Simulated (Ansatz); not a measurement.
# Al: the cost of one run

Program: Ansatz 0.2.0. Level of theory: DFT PBE, scalar-relativistic, plane waves, PAW. These are calculated values, not measurements.

2 further runs of the same task are left out: 2 set aside as unsound or not needed.

## (1) The starting structure

Symmetry: F-43m, No. 216, cubic system. The conventional cell has a = 5.745 Å, b = 5.745 Å, c = 5.745 Å, α = 90.00°, β = 90.00°, γ = 90.00°. Ga (site symmetry -43m) is surrounded by 4 As at 2.49 Å. As (site symmetry -43m) is surrounded by 4 Ga at 2.49 Å.

Coordinates:

```
Ga As
1.0
     0.00000    2.87269    2.87269
     2.87269    0.00000    2.87269
     2.87269    2.87269    0.00000
Ga As
1 1
Cartesian
  0.0000 0.0000 0.0000
  4.3090 4.3090 4.3090
```

This cell was relaxed beforehand with the same method: volume 23.71 Å³/atom, gap on the mesh 0.16 eV.

## (2) The film's bulk: Al

Relaxed beforehand at this level: -537.4996 eV/atom, gap on the mesh none (metal).

```xyz
1
Lattice="0.0000 2.0203 2.0203 2.0203 0.0000 2.0203 2.0203 2.0203 0.0000" Properties=species:S:1:pos:R:3 pbc="T T T"
Al    0.0000    0.0000    0.0000
```

Bulk energy of GaAs, the base, on matching settings, from an earlier run: -4319.9303 eV/atom.

## (3) The film's bulk on the base's lattice

The (100) plane of Al is fitted to the (100) plane of GaAs, a strain of +0.5 % along x and +0.5 % along y; the third vector and the atoms relax.

input.yaml

```yaml
crystal:
  lattice:
    - [4.0626003656, 0.0, 0.0]
    - [0.0, 4.0626003656, 0.0]
    - [-2.0313001828, 0.0, 2.0072026862]
  atoms:
    - { symbol: Al, position: [0.0, 0.0, 0.0] }
    - { symbol: Al, position: [0.5, 0.5, 0.0] }
basis:
  ecutwfc: 420
kpoints:
  mp_grid: { grid: [9, 9, 17] }
hamiltonian:
  xc: pbe
scf:
  occupations: { method: gaussian, width: 0.1 }
output:
  forces: true
  stress: true
  eigenvalues: true
relax:
  adjacent_minimum: "off"
  f_tol: 0.01
  max_steps: 50
  cell: { fix: [a, b, gamma], stress_tol: 0.1 }
```

Started as:

```console
ansatz run input.yaml --threads 4 --pin off --max-ram 10240MiB --backend cpu --events-out ev --progress --plain --runs-dir out
```

**Question.** How long does this run take on 4 threads of Arm Neoverse V2, shared host, and how much memory does it need?

About 6.4 s, with a peak of 0.41 GiB.
